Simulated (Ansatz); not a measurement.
Run this with the Ansatz DFT code, driven from Python and show what comes out.

The script reads `POSCAR`:
```text
K
1.0
   4.31043949    0.00000000    0.00000000
   0.00000000    4.31043949    0.00000000
   0.00000000    0.00000000    4.31043949
K
1
Direct
   0.00000000    0.00000000    0.00000000
```

Script `zeeman_k.py`:
```python
"""Spin moment of K in a magnetic field."""

from dataclasses import dataclass

import ansatz as az
from ase.io import read
import numpy as np


@dataclass
class RunConfig:
    kspacing: float = 0.52
    filling: str = "Fermi-Dirac"
    beta: float = 0.4
    max_iterations: int = 100


opts = RunConfig()

atoms = read("POSCAR", format="vasp")
system = az.Crystal.from_ase(atoms)

calc = (
    system.calculation()
    .functional(az.Functional.R2SCAN)
    .basis(21 * az.Ha, density_ratio=6)
    .kpoints(spacing=opts.kspacing)
    .occupations(opts.filling, width=300 * az.meV)
    .mixing("broyden", ndim=12, beta=opts.beta)
    .scf(max_iterations=opts.max_iterations, lower_state_search="off")
    .spin("collinear")
)
# the field acts on the spins alone; such large fields lift the response over the noise
rows = []
for tesla in [0, 100, 200, 400]:
    summary = (calc.magnetic_field(tesla) if tesla else calc).run(threads=1).report
    rows.append((tesla, summary["magnetization_mub"], summary["free_energy_ev"], summary["components"].get("e_zeeman", 0.0)))
print("         B (T)      moment muB            F eV  Zeeman term eV")
for row in rows:
    print(f"{str(row[0]):>14s}  {row[1]:14.4f}  {row[2]:14.5f}  {row[3]:14.5f}")
slope = np.polyfit([row[0] for row in rows], [row[1] for row in rows], 1)[0]
print(f"dM/dB = {1000 * slope:.4f} muB per 1000 T per cell")
```

```console
$ python zeeman_k.py
RunWarning: this spin-polarised run has no starting moment large enough to seed its density, so its SCF can try parallel moments of its own, which can die out, and starts no order whose moments cancel. Behind that start scf.lower_state_search: light tries no other order and makes no probe for moments, and off searches nothing, so another order or size of moments can lie lower. To look for one, give starting moments (crystal.atoms[].spin, magnetization.per_species, [...]
         B (T)      moment muB            F eV  Zeeman term eV
             0          0.0000     -1542.48017         0.00000
           100          0.0170     -1542.48022        -0.00010
           200          0.0340     -1542.48037        -0.00039
           400          0.0675     -1542.48095        -0.00156
dM/dB = 0.1688 muB per 1000 T per cell
```
(Warnings from the package without file and line, shortened.)

Reading the output:
- The settings weren't tested for convergence.
- For a metal this mesh is far too coarse, so the numbers only illustrate the procedure.
- The smearing is wide enough that free energy and stress hold a thermal part of the electrons.
- r2SCAN tends to overestimate the moments of itinerant magnets.
- This isn't the structure that K takes at ambient conditions.
- Orbital magnetism is left out. The response of a metal hangs strongly on mesh and smearing, and a straight-line fit holds only where the moment is linear in the field.
- Finished in 79 s on 1 thread of Intel(R) Xeon(R) Platinum 8259CL CPU @ 2.50GHz (Skylake/Cascade Lake) (shared host), peak memory 0.74 GiB.

(Lines on the test bed's own set-up are left out of the output.)
